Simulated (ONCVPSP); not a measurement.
# W: generating and testing an ONCV potential

Task: generate the file, and judge it by its errors in other configurations, its logarithmic derivatives, its ghosts and its cutoff.

The numbers are computed with ONCVPSP 4.0.1.1 (patched build) (PBE, scalar-relativistic, spin-unpolarised reference atom).

## Step 1: The atom and the settings

The settings as typed:

```
element                 : tungsten (W, Z = 74)
type                    : optimised norm-conserving Vanderbilt (ONCV)
frozen core             : [Kr] 4d10 4f14
valence charge          : 14
reference configuration : 5s2 5p6 5d4 6s2
partial waves           : 5s+6s: rc 1.80 bohr, ncon 5, nbas 8, qcut 8.3 1/bohr, 3 projectors, debl 1.5 Ha; 5p: rc 1.35 bohr, ncon 4, nbas 7, qcut 5.1 1/bohr, 1 projector; 5d: rc 2.45 bohr, ncon 4, nbas 9, qcut 7 1/bohr, 2 projectors, debl 2.5 Ha; f scattering state at 0.1 Ha: rc 2.40 bohr, ncon 4, nbas 8, qcut 4.9 1/bohr, 2 projectors, debl 0.9 Ha
local potential         : polynomial inside 1.05 bohr (lpopt 5, dvloc0 1 Ha)
core correction         : Teter function, fcfact 5.75, rcfact 1.3
```

The outer shells as boxes (Hund's rule for the drawing; the calculation is spin-unpolarised):

```
[Kr] core
4d [↑↓][↑↓][↑↓][↑↓][↑↓]
4f [↑↓][↑↓][↑↓][↑↓][↑↓][↑↓][↑↓]
5s [↑↓]
5p [↑↓][↑↓][↑↓]
5d [↑ ][↑ ][↑ ][↑ ][  ]
6s [↑↓]
```

An earlier all-electron run gives the scale for the radii.

All-electron outer shells of the reference configuration (PBE, scalar-relativistic, ld1.x):

| shell | level (eV) | outermost node (bohr) | outermost maximum (bohr) |
| --- | --- | --- | --- |
| 5s | -79.07 | 0.53 | 0.96 |
| 5p | -43.20 | 0.57 | 1.09 |
| 4f | -33.21 | – | 0.43 |
| 6s | -5.71 | 1.28 | 2.67 |
| 5d | -4.48 | 0.63 | 1.49 |
| 6p | -1.36 | 1.54 | 3.75 |

## Step 2: Generation

Contents of W.dat:

```
# ATOM AND REFERENCE CONFIGURATION
# atsym  z   nc   nv     iexc    psfile
  W 74.00   10    4        4      upf
#
#   n    l    f
    1    0    2.00
    2    0    2.00
    2    1    6.00
    3    0    2.00
    3    1    6.00
    3    2   10.00
    4    0    2.00
    4    1    6.00
    4    2   10.00
    4    3   14.00
    5    0    2.00
    5    1    6.00
    5    2    4.00
    6    0    2.00
#
# PSEUDOPOTENTIAL AND OPTIMIZATION
# lmax
    3
#
#   l,   rc,      ep,       ncon, nbas, qcut
    0    1.80    0.00    5    8    8.30
    1    1.35    0.00    4    7    5.10
    2    2.45    0.00    4    9    7.00
    3    2.40    0.10    4    8    4.90
#
# LOCAL POTENTIAL
# lloc, lpopt,  rc(5),   dvloc0
    4    5    1.05    1.00
#
# VANDERBILT-KLEINMAN-BYLANDER PROJECTORs
# l, nproj, debl
    0    3    1.50
    1    1    3.90
    2    2    2.50
    3    2    0.90
#
# MODEL CORE CHARGE
# icmod, fcfact, rcfact
    3    5.75    1.30
#
# LOG DERIVATIVE ANALYSIS
# epsh1, epsh2, depsh
   -4.00    5.00    0.02
#
# OUTPUT GRID
# rlmax, drl
    6.00    0.01
#
# TEST CONFIGURATIONS
# ncnf
    4
# nvcnf
#   n    l    f
    4
    5    0    2.00
    5    1    6.00
    5    2    4.00
    6    0    1.00
#
    4
    5    0    2.00
    5    1    6.00
    5    2    4.00
    6    0    0.00
#
    4
    5    0    2.00
    5    1    6.00
    5    2    3.00
    6    0    0.00
#
    4
    5    0    1.00
    5    1    6.00
    5    2    4.00
    6    0    2.00
#
```

Command:

```console
$ oncvpsp.x < W.dat > W.out
```

Before running it: what results should come out? Wanted: cutoffs for 1 and 0.1 mHa per electron, occupied waves; bound ghosts; GHOST(+) flags; largest test error; largest phase difference near zero energy, channels read; rms error of d²Exc/dn², without and with the model core.

**Answer**, as computed:

| quantity | value |
| --- | --- |
| cutoffs for 1 and 0.1 mHa per electron, occupied waves | 71 Ha and 84 Ha |
| bound ghosts | none found |
| GHOST(+) flags | s at 201 eV |
| largest test error (AE − PS) | -263 meV, for 5s1 5p6 5d4 6s2 |
| largest phase difference near zero energy, channels read | 0.019 rad |
| rms error of d²Exc/dn², without and with the model core | 6.00 and 0.28 mHa |

The worst unpolarised test, 5s1 5p6 5d4 6s2, is off by 263 meV on 85.4 eV; by total energies transferability rates as poor. That test lies far up in energy; among those under 40 eV, nearer to bonding, the largest error is 2.5 meV. The potential is very hard: the looser tolerance needs 71 Ha. At the looser tolerance the 5p wave is the slowest; 5s needs 25 Ha. It is free of bound ghosts as far as tested. Near zero energy the phases of the channels with partial waves agree within 0.019 rad. In the p channel the atom's pole at 1.17 Ha sits lower, at 0.78 Ha, in the pseudo curve. The program also flags highly localised states, GHOST(+) (s). Note that the frozen 4f shell (-33 eV) lies higher than the valence 5s shell (-79 eV). All of this concerns the isolated atom, not yet a solid.
